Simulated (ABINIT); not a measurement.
The system is SiTe.

```xyz
2
Lattice="3.7143 0.0000 0.0000 -1.8572 3.2167 0.0000 0.0000 0.0000 4.9764" Properties=species:S:1:pos:R:3 pbc="T T T"
Si    0.0000    0.0000    2.4882
Te    0.0000    0.0000    0.0000
```

The cell was built by a generator and needn't be a form met in nature.

Base run:

```yaml
Program: ABINIT 10.8.3 (patched build)
Functional: LDA
Potentials_or_basis: PseudoDojo NC SR LDA v0.4 stringent
Cutoff: 1061 eV
k_mesh: 6 × 6 × 4
Occupations: fermi-dirac, width 0.05 eV
Spin: no spin polarisation
```

Its results: band gap on the k mesh none (metal or under the smearing width); pressure -9.8 GPa.

Question: The run is repeated on the same cell with these changes: potentials or basis from PseudoDojo NC SR LDA v0.4 stringent to PseudoDojo NC SR LDA v0.4.1 standard; cutoff from 1061 eV to 1088 eV; valence electrons from 28 to 20. What comes out?

Answer: Band gap on the k mesh none (metal or under the smearing width); pressure -0.5 GPa.
